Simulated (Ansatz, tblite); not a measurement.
# C12H21N: one state, many levels

The task here is to estimate one member of a computed series from the others.

Method: as each input shows; program: Ansatz 0.2.0, Gaussian basis.

The runs, in order: GFN1-xTB, GFN2-xTB, PBE-D4/def2-TZVP, r2SCAN-D4/def2-TZVP, B97M-V/def2-TZVP, revPBE-D4/def2-TZVP, PBE-D4/def2-SVP, PBE0-D4/def2-SVP, HF/6-31G, B3LYP-D4/6-31G, MP2/def2-SVP.

3 further runs of the same task are left out: 3 that didn't finish. Runs told in other sessions of the task aren't counted.

**The relaxed structure**

The singlet was relaxed beforehand with PBE-D4/def2-SVP.

SMILES `[C-]#[N+]CCCCCCCCCC=C`, 34 atoms, charge 0, spin multiplicity 1.

Bond lengths: C1–N2 1.186 Å, N2–C3 1.420 Å, C3–C4 1.535 Å, C3–H14 1.112 Å, C3–H15 1.112 Å, C4–C5 1.530 Å, C4–H16 1.111 Å, C4–H17 1.111 Å, C5–C6 1.533 Å, C5–H18 1.114 Å, C5–H19 1.112 Å, C6–C7 1.534 Å, C6–H20 1.112 Å, C6–H21 1.114 Å, C7–C8 1.533 Å, C7–H22 1.112 Å, C7–H23 1.114 Å, C8–C9 1.533 Å and more. Angles: C1–N2–C3 178.2°, N2–C3–C4 112.7°, N2–C3–H14 108.5°, N2–C3–H15 108.5°, C4–C3–H14 110.3°, C4–C3–H15 110.2°, H14–C3–H15 106.5°, C3–C4–C5 112.4°, C3–C4–H16 108.8°, C3–C4–H17 108.8°, C5–C4–H16 110.2°, C5–C4–H17 110.3°, H16–C4–H17 106.2°, C4–C5–C6 113.1°, C4–C5–H18 109.5°, C4–C5–H19 109.2°, C6–C5–H18 109.1°, C6–C5–H19 109.9° and more.

PBE0-D4/def2-TZVP was run before; its log isn't repeated, and its numbers join the tables.

The first run:

Tight binding, by tblite at 300 K electronic temperature and without a spin-polarisation term:

```python
tblite.interface.Calculator('GFN1-xTB', numbers, positions, charge=0, uhf=0).singlepoint()
```

Tight binding, by tblite at 300 K electronic temperature and without a spin-polarisation term:

```python
tblite.interface.Calculator('GFN2-xTB', numbers, positions, charge=0, uhf=0).singlepoint()
```

start.molden holds the orbitals of an earlier run on this state, given as this run's starting guess.

in.yaml

```yaml
crystal:
  periodic: [false, false, false]
  atoms:
    - {symbol: C, position_ang: [-6.923822, -1.988886, 0.325425]}
    - {symbol: N, position_ang: [-5.843026, -1.625994, 0.651586]}
    - {symbol: C, position_ang: [-4.547089, -1.166125, 1.005551]}
    - {symbol: C, position_ang: [-3.935947, -0.243628, -0.058398]}
    - {symbol: C, position_ang: [-2.542324, 0.253575, 0.331225]}
    - {symbol: C, position_ang: [-1.914623, 1.172119, -0.723540]}
    - {symbol: C, position_ang: [-0.547657, 1.752601, -0.338489]}
    - {symbol: C, position_ang: [0.574437, 0.719976, -0.182424]}
    - {symbol: C, position_ang: [1.940708, 1.350850, 0.109953]}
    - {symbol: C, position_ang: [3.078590, 0.351251, 0.357277]}
    - {symbol: C, position_ang: [3.442810, -0.504030, -0.857994]}
    - {symbol: C, position_ang: [4.592424, -1.459284, -0.681531]}
    - {symbol: C, position_ang: [5.314244, -1.655207, 0.436100]}
    - {symbol: H, position_ang: [-3.892322, -2.049644, 1.171066]}
    - {symbol: H, position_ang: [-4.615435, -0.636237, 1.980881]}
    - {symbol: H, position_ang: [-3.891909, -0.791829, -1.023777]}
    - {symbol: H, position_ang: [-4.619810, 0.616853, -0.220727]}
    - {symbol: H, position_ang: [-2.599154, 0.797177, 1.301955]}
    - {symbol: H, position_ang: [-1.880254, -0.621555, 0.514091]}
    - {symbol: H, position_ang: [-2.618003, 2.008181, -0.931399]}
    - {symbol: H, position_ang: [-1.820625, 0.613826, -1.682551]}
    - {symbol: H, position_ang: [-0.244445, 2.493924, -1.110248]}
    - {symbol: H, position_ang: [-0.647064, 2.331924, 0.607785]}
    - {symbol: H, position_ang: [0.627215, 0.106527, -1.109716]}
    - {symbol: H, position_ang: [0.327830, 0.007037, 0.636127]}
    - {symbol: H, position_ang: [2.218724, 2.026192, -0.731216]}
    - {symbol: H, position_ang: [1.843602, 2.010195, 1.000552]}
    - {symbol: H, position_ang: [3.982433, 0.907515, 0.687505]}
    - {symbol: H, position_ang: [2.805124, -0.313804, 1.206958]}
    - {symbol: H, position_ang: [3.668257, 0.161604, -1.724775]}
    - {symbol: H, position_ang: [2.557637, -1.092994, -1.192615]}
    - {symbol: H, position_ang: [4.848303, -2.050246, -1.580701]}
    - {symbol: H, position_ang: [6.140013, -2.382916, 0.458752]}
    - {symbol: H, position_ang: [5.121154, -1.098970, 1.367300]}
basis:
  gaussian: {orbitals: def2-TZVP, initial_orbitals: start.molden}
hamiltonian: {xc: pbe, dispersion: d4}
scf: {omitted_lower_state_checks: [starts]}
output: {orbitals: {seedname: orbitals}}
```

Command:

```bash
> ansatz run in.yaml --threads 4 --pin off --events-out ev --progress --plain --max-ram 6963MiB
```

Steps of the session up to this table: PBE-D4/def2-TZVP; r2SCAN-D4/def2-TZVP; B97M-V/def2-TZVP; revPBE-D4/def2-TZVP; PBE-D4/def2-SVP; PBE0-D4/def2-SVP; HF/6-31G; B3LYP-D4/6-31G; MP2/def2-SVP.

One of the session's tables, all rows but one given; the rest of the session is left out.

It belongs to the step «Binding energy». 

```
              level  binding an atom (eV)
           HF/6-31G                 3.070
        HF/def2-SVP                 3.282
    PBE-D4/def2-SVP                 4.469
   PBE-D4/def2-TZVP                 4.420
revPBE-D4/def2-TZVP                 4.324
r2SCAN-D4/def2-TZVP                 4.321
   B97M-V/def2-TZVP                 4.312
     B3LYP-D4/6-31G                     ?
   PBE0-D4/def2-SVP                 4.408
  PBE0-D4/def2-TZVP                 4.355
       MP2/def2-SVP                 4.204
```

Q: Estimate the row for B3LYP-D4/6-31G from the others.

The run gave: binding an atom (eV): 4.251. In the column «binding an atom (eV)» it lies between MP2/def2-SVP (4.204) and B97M-V/def2-TZVP (4.312).

Limits of these values: Free atoms were run apart at each level; binding is atoms less cluster, divided by the number of atoms, without zero-point or spin-orbit terms.
